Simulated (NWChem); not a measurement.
# One shape, several levels: C2H5FOSi (SMILES FC1CO[SiH2]1)

We compute a comparison of 4 runs (HF/STO-3G, HF/3-21G, B3LYP/6-31G*) of C2H5FOSi. 

Program for the calculation: NWChem 7.3.0.

## 1. The molecule

The species is C2H5FOSi (10 atoms), meant as a singlet with charge 0. As SMILES, `FC1CO[SiH2]1`. The coordinates come from a PBE0-D4/def2-TZVP relaxation.

Bond lengths: F1–C2 1.381 Å, C2–C3 1.541 Å, C3–O4 1.445 Å, C2–Si5 1.901 Å, O4–Si5 1.669 Å, C2–H6 1.092 Å, C3–H7 1.094 Å, C3–H8 1.093 Å, Si5–H9 1.486 Å, Si5–H10 1.485 Å. Some angles: F1–C2–C3 113.3°, F1–C2–Si5 118.4°, C3–C2–Si5 82.8°, C2–C3–O4 101.7°, C3–O4–Si5 94.5°, C2–Si5–O4 80.7°, F1–C2–H6 108.1°, C3–C2–H6 113.6°, Si5–C2–H6 118.8°, C2–C3–H7 110.5°.

## 2. Energy and gradient at HF/STO-3G (run 1)

File run.py:

```python
from ase import Atoms
from ase.calculators.nwchem import NWChem

mol = Atoms('FCCOSiHHHHH', positions=[
    [-1.820400, -0.327800, -0.810900],
    [-0.876100, -0.083100, 0.166900],
    [0.290700, -1.089800, 0.153300],
    [1.429900, -0.216400, -0.011900],
    [0.510300, 1.162100, -0.206800],
    [-1.390500, -0.023800, 1.127800],
    [0.197300, -1.773400, -0.695500],
    [0.400800, -1.665100, 1.076000],
    [0.820800, 2.228700, 0.780400],
    [0.520200, 1.737300, -1.576300],
])

calc = NWChem(
    label='geom',
    theory='scf',
    memory='2200 mb',
    basis='STO-3G',
    basispar='spherical bse',
    scf={'nopen': '0', 'rhf': None, 'thresh': '1e-08', 'maxiter': '80'},
)
mol.calc = calc

forces = mol.get_forces()
print(f"energy = {mol.get_potential_energy():.6f} eV")
print("forces (eV/A):")
for s, f in zip(mol.symbols, forces):
    print(f"{s:2s} {f[0]:10.5f} {f[1]:10.5f} {f[2]:10.5f}")
print("dipole (e A):", mol.get_dipole_moment().round(4))
```

Command:

```
export ASE_NWCHEM_COMMAND="nwchem PREFIX.nwi > PREFIX.nwo"
python run.py
```

Log:

```text
energy = -14563.585577 eV
forces (eV/A):
F    -0.25125   -0.03435   -0.22893
C    -0.28580    1.14481   -0.38376
C     1.05240   -0.91372    0.24600
O     0.72006   -0.95424    0.00607
Si   -0.79725    2.92257   -0.32890
H     0.16563    0.09436    0.26981
H    -0.04165   -0.23824    0.04165
H    -0.17689   -0.25181   -0.02309
H    -0.39420   -1.14111   -1.06624
H     0.00900   -0.62817    1.46743
dipole (e A): [-0.0802  0.2621  0.1225]
```

The calculator wrote geom.nwi:

```
title "geom"

permanent_dir geom

scratch_dir geom

start geom

geometry units angstrom nocenter noautosym noautoz
  F  -1.8204000000000000e+00 -3.2779999999999998e-01 -8.1089999999999995e-01
  C  -8.7609999999999999e-01 -8.3099999999999993e-02 1.6689999999999999e-01
  C  2.9070000000000001e-01 -1.0898000000000001e+00 1.5329999999999999e-01
  O  1.4298999999999999e+00 -2.1640000000000001e-01 -1.1900000000000001e-02
  Si 5.1029999999999998e-01 1.1620999999999999e+00 -2.0680000000000001e-01
  H  -1.3905000000000001e+00 -2.3800000000000002e-02 1.1277999999999999e+00
  H  1.9730000000000000e-01 -1.7734000000000001e+00 -6.9550000000000001e-01
  H  4.0079999999999999e-01 -1.6651000000000000e+00 1.0760000000000001e+00
  H  8.2079999999999997e-01 2.2286999999999999e+00 7.8039999999999998e-01
  H  5.2020000000000000e-01 1.7373000000000001e+00 -1.5763000000000000e+00
end

memory 2200 mb

basis spherical bse noprint
   * library STO-3G
end

scf
  nopen 0
  rhf
  thresh 1e-08
  maxiter 80
end

task scf gradient
```

geom.nwo:

```text
Northwest Computational Chemistry Package (NWChem) 7.3.0
             --------------------------------------------------------

           Job information
           ---------------

    nwchem branch   = 7.3.0
    use scalapack   = T
    input           = geom.nwi
    prefix          = geom.
    data base       = geom/geom.db
    status          = startup
    nproc           =        1

           Memory information
           ------------------

[... 5 lines left out ...]
    hardfail = no
[... 144 lines left out ...]
         Quadratically convergent ROHF
[... 14 lines left out ...]
       Final RHF  results
[... 4 lines left out ...]
      Two-electron energy =    447.073176963339
[... 43 lines left out ...]
                       ROHF Final Molecular Orbital Analysis
[... 247 lines left out ...]
                 ----------------------------------------
                 |  Time  |  1-e(secs)   |  2-e(secs)   |
                 ----------------------------------------
                 |  CPU   |       0.00   |       0.56   |
                 ----------------------------------------
                 |  WALL  |       0.00   |       0.56   |
                 ----------------------------------------

 Task  times  cpu:        2.8s     wall:        2.8s
 Total times  cpu:        2.8s     wall:        2.8s
```

Run time: 3.9 s. Hardware: 1 thread of Intel Xeon Platinum 8559C (Emerald Rapids), shared host; peak memory 0.1 GiB.

## 3. Energy and forces at HF/3-21G (run 2)

File sp.nw:

```
start sp
memory 2200 mb
charge 0

geometry units angstrom noautosym nocenter noautoz
F    -1.820400   -0.327800   -0.810900
C    -0.876100   -0.083100    0.166900
C     0.290700   -1.089800    0.153300
O     1.429900   -0.216400   -0.011900
Si    0.510300    1.162100   -0.206800
H    -1.390500   -0.023800    1.127800
H     0.197300   -1.773400   -0.695500
H     0.400800   -1.665100    1.076000
H     0.820800    2.228700    0.780400
H     0.520200    1.737300   -1.576300
end

basis spherical bse
* library 3-21G
end

scf
thresh 1e-08
maxiter 80
end

task scf gradient
```

Command:

```
nwchem sp.nw > sp.out
```

Log:

```text
[...]
  functions       =    59
[...]
  wavefunction    = RHF
[...]
         Total SCF energy =   -538.937028904829
      One-electron energy =  -1223.006915220936
      Two-electron energy =    443.952120606154
 Nuclear repulsion energy =    240.117765709952
        Time for solution =      3.0s
[...]
                         RHF ENERGY GRADIENTS
    atom               coordinates                        gradient
                 x          y          z           x          y          z
   1 F      -3.440057  -0.619452  -1.532379    0.011683   0.001338   0.016740
   2 C      -1.655589  -0.157036   0.315395    0.002961  -0.001743  -0.026164
   3 C       0.549343  -2.059423   0.289695    0.003655   0.049000  -0.007034
   4 O       2.702119  -0.408937  -0.022488   -0.020425   0.010216  -0.001747
   5 Si      0.964327   2.196051  -0.390795   -0.000648  -0.052165   0.013056
   6 H      -2.627664  -0.044975   2.131233   -0.005916   0.000512   0.006668
   7 H       0.372843  -3.351240  -1.314304    0.001177  -0.006386  -0.007878
   8 H       0.757402  -3.146583   2.033345    0.002375  -0.004498   0.008441
   9 H       1.551087   4.211632   1.474742    0.003039   0.002123   0.000143
  10 H       0.983035   3.283021  -2.978775    0.002099   0.001604  -0.002227
[...]
```

It took 4.5 s on 1 thread of Intel Xeon Platinum 8559C (Emerald Rapids), shared host; peak memory 0.1 GiB.

Run 3 isn't shown in full; the table further down has it.

## 4. Energy and forces at B3LYP/6-31G(d) (Cartesian functions) (run 4)

File input.xyz:

```xyz
10
C2H5FOSi
F     -1.820400    -0.327800    -0.810900
C     -0.876100    -0.083100     0.166900
C      0.290700    -1.089800     0.153300
O      1.429900    -0.216400    -0.011900
Si     0.510300     1.162100    -0.206800
H     -1.390500    -0.023800     1.127800
H      0.197300    -1.773400    -0.695500
H      0.400800    -1.665100     1.076000
H      0.820800     2.228700     0.780400
H      0.520200     1.737300    -1.576300
```

File run.py:

```python
from ase.io import read
from ase.calculators.nwchem import NWChem

molecule = read('input.xyz')

calc = NWChem(
    label='input',
    theory='dft',
    memory='2200 mb',
    basis='6-31G*',
    dft={'xc': 'b3lyp', 'mult': '1', 'grid': 'xfine', 'convergence': 'energy 1e-08', 'iterations': '100', 'mulliken': None},
)
molecule.calc = calc

forces = molecule.get_forces()
print(f"energy = {molecule.get_potential_energy():.6f} eV")
print("forces (eV/A):")
for s, f in zip(molecule.symbols, forces):
    print(f"{s:2s} {f[0]:10.5f} {f[1]:10.5f} {f[2]:10.5f}")
print("dipole (e A):", molecule.get_dipole_moment().round(4))
```

Command:

```
export ASE_NWCHEM_COMMAND="nwchem PREFIX.nwi > PREFIX.nwo"
python run.py
```

Log:

```text
energy = -14796.463025 eV
forces (eV/A):
F    -0.28236   -0.05327   -0.30318
C    -0.07950    0.14758    0.17972
C    -0.04978   -0.38597    0.07466
O     0.57680   -0.24832    0.02489
Si   -0.10228    0.59809   -0.11832
H    -0.04294   -0.01265    0.12244
H    -0.02237   -0.07194   -0.05358
H     0.02900   -0.08551    0.08330
H    -0.00720    0.06459    0.02324
H    -0.01944    0.04731   -0.03322
dipole (e A): [-0.1114  0.0772  0.2174]
```

The calculator wrote input.nwi:

```
title "input"

permanent_dir input

scratch_dir input

start input

geometry units angstrom nocenter noautosym noautoz
  F  -1.8204000000000000e+00 -3.2779999999999998e-01 -8.1089999999999995e-01
  C  -8.7609999999999999e-01 -8.3099999999999993e-02 1.6689999999999999e-01
  C  2.9070000000000001e-01 -1.0898000000000001e+00 1.5329999999999999e-01
  O  1.4298999999999999e+00 -2.1640000000000001e-01 -1.1900000000000001e-02
  Si 5.1029999999999998e-01 1.1620999999999999e+00 -2.0680000000000001e-01
  H  -1.3905000000000001e+00 -2.3800000000000002e-02 1.1277999999999999e+00
  H  1.9730000000000000e-01 -1.7734000000000001e+00 -6.9550000000000001e-01
  H  4.0079999999999999e-01 -1.6651000000000000e+00 1.0760000000000001e+00
  H  8.2079999999999997e-01 2.2286999999999999e+00 7.8039999999999998e-01
  H  5.2020000000000000e-01 1.7373000000000001e+00 -1.5763000000000000e+00
end

memory 2200 mb

basis noprint
   * library 6-31G*
end

dft
  xc b3lyp
  mult 1
  grid xfine
  convergence energy 1e-08
  iterations 100
  mulliken
end

task dft gradient
```

input.nwo:

```text
Northwest Computational Chemistry Package (NWChem) 7.3.0
             --------------------------------------------------------

           Job information
           ---------------

    nwchem branch   = 7.3.0
    use scalapack   = T
    input           = input.nwi
    prefix          = input.
    data base       = input/input.db
    status          = startup
    nproc           =        1

           Memory information
           ------------------

[... 5 lines left out ...]
    hardfail = no
[... 115 lines left out ...]
  convergence criterion.
[... 44 lines left out ...]
          Spatial weights used:  Erf1
[... 32 lines left out ...]
 1-e energy   =   -1224.296918
[... 43 lines left out ...]
           Coulomb energy =      496.474315109463
[... 691 lines left out ...]
          Convergence on density requested:  1.00D-05
[... 30 lines left out ...]
          total energy or number of iterations.
[... 36 lines left out ...]
                 ----------------------------------------
                 |  Time  |  1-e(secs)   |  2-e(secs)   |
                 ----------------------------------------
                 |  CPU   |       0.01   |       4.97   |
                 ----------------------------------------
                 |  WALL  |       0.01   |       4.97   |
                 ----------------------------------------

 Task  times  cpu:       49.0s     wall:       49.0s
 Total times  cpu:       49.0s     wall:       49.0s
```

Run time: 50 s. Hardware: 1 thread of Intel Xeon Platinum 8559C (Emerald Rapids), shared host; peak memory 0.15 GiB.

## 5. Overview of the runs

| run | level | iteration cap | module | energy (Eh) | dipole moment (D) | HOMO energy (eV) | LUMO energy (eV) | wall time |
| --- | --- | --- | --- | --- | --- | --- | --- | --- |
| 1 | HF/STO-3G | 80 | scf | -535.201903 | 1.44 | -8.71 | 10.56 | 3.9 s |
| 2 | HF/3-21G | 80 | scf | -538.937029 | 1.76 | -11.47 | 3.34 | 4.5 s |
| 3 | B3LYP/6-31G* (spherical functions) | 100 | dft | -543.754808 | 1.23 | -7.58 | -0.29 | 47 s |
| 4 | B3LYP/6-31G* (Cartesian functions) | 100 | dft | -543.759991 | 1.23 | -7.59 | -0.32 | 50 s |

## 6. Results

| quantity | value |
| --- | --- |
| run 4: total energy | -543.75999 Eh |
| run 4: dipole moment | 1.23 D |
| run 4: HOMO energy | -7.59 eV |
| run 4: LUMO energy | -0.32 eV |
| run 4: HOMO–LUMO gap | 7.27 eV |
| run 4: largest force on an atom | 0.628 eV/Å |

**Reading.** The dipole moment (its size) runs from 1.23 D (B3LYP/6-31G*) to 1.76 D (HF/3-21G). The two ends differ in method and basis. The HOMO–LUMO gap runs from 7.27 eV (B3LYP/6-31G*) to 19.26 eV (HF/STO-3G). In run 1 the basis is minimal, so the values are rough. All runs together took 1.8 min, the longest 50 s.
